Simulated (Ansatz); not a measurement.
# TaTiSi4: the cost of one run

Computed with Ansatz 0.2.0 (DFT PBE, scalar-relativistic, plane waves, PAW, unless a step's input says otherwise).

**1. The starting structure**

It takes space group Amm2 (No. 38, orthorhombic). The conventional cell has a = 3.592 Å, b = 3.558 Å, c = 13.784 Å, α = 90.00°, β = 90.00°, γ = 90.00°. Ti (site symmetry mm2) has 10 Si at 2.59 to 2.82 Å in its first shell of neighbours. Ta (site symmetry mm2) has 10 Si at 2.63 to 2.96 Å in its first shell of neighbours. Si (site symmetry mm2) has 2 Si at 2.42 Å and 4 Ta at 2.63 Å and 2 Ti at 2.82 Å in its first shell of neighbours. Si (site symmetry mm2) has 6 Si at 2.42 to 3.09 Å and 4 Ti at 2.59 Å and 2 Ta at 2.96 Å in its first shell of neighbours. Around Si (site symmetry mm2) lie 4 Si at 2.53 Å and 2 Ti at 2.65 Å and 2 Ta at 2.70 Å. Around Si (site symmetry mm2) lie 4 Si at 2.53 Å and 2 Ti at 2.65 Å and 2 Ta at 2.69 Å.

Coordinates:

```cif
data_structure
_symmetry_space_group_name_H-M 'P 1'
_symmetry_Int_Tables_number 1
_cell_length_a 3.5918
_cell_length_b 7.1180
_cell_length_c 7.1180
_cell_angle_alpha 28.948
_cell_angle_beta 90.000
_cell_angle_gamma 90.000
_cell_volume 88.08
loop_
_atom_site_label
_atom_site_type_symbol
_atom_site_fract_x
_atom_site_fract_y
_atom_site_fract_z
_atom_site_occupancy
Ti1 Ti 0.50000 0.10442 0.10442 1
Ta1 Ta 0.00000 0.89265 0.89265 1
Si1 Si 0.50000 0.44614 0.44614 1
Si2 Si 0.00000 0.56390 0.56390 1
Si3 Si 0.50000 0.74676 0.74676 1
Si4 Si 0.00000 0.24612 0.24612 1
```

The start is the relaxed end of an invented cell (made as: elements ordered on the sites of the TiSi2 type, Ti/Ta on Ti (Amm2, No. 38)), taken up again for a closer look.

**2. The guess as it stands, on a coarse mesh**

input.yaml reads:

```yaml
crystal:
  lattice:
    - [3.5917898, 0.0, 0.0]
    - [0.0, 1.7790619, 6.8921136]
    - [0.0, -1.7790619, 6.8921136]
  atoms:
    - { symbol: Ti, position: [0.5, 0.104424, 0.104424] }
    - { symbol: Ta, position: [0.0, 0.892652, 0.892652] }
    - { symbol: Si, position: [0.5, 0.446144, 0.446144] }
    - { symbol: Si, position: [0.0, 0.5639, 0.5639] }
    - { symbol: Si, position: [0.5, 0.74676, 0.74676] }
    - { symbol: Si, position: [0.0, 0.246121, 0.246121] }
basis:
  ecutwfc: 420
kpoints:
  mp_grid: { grid: [6, 6, 6] }
hamiltonian:
  xc: pbe
scf:
  occupations: { method: gaussian, width: 0.1 }
  lower_state_search: "off"
output:
  forces: true
  stress: true
  eigenvalues: true
```

Command:

```bash
$ ansatz run input.yaml --threads 4 --pin off --max-ram 8192MiB --backend cpu --events-out ev --progress --plain --runs-dir out
```

Q: Estimate wall time and peak memory on 4 threads of Arm Neoverse V1, shared host.

About 2.9 s, with a peak of 0.41 GiB.
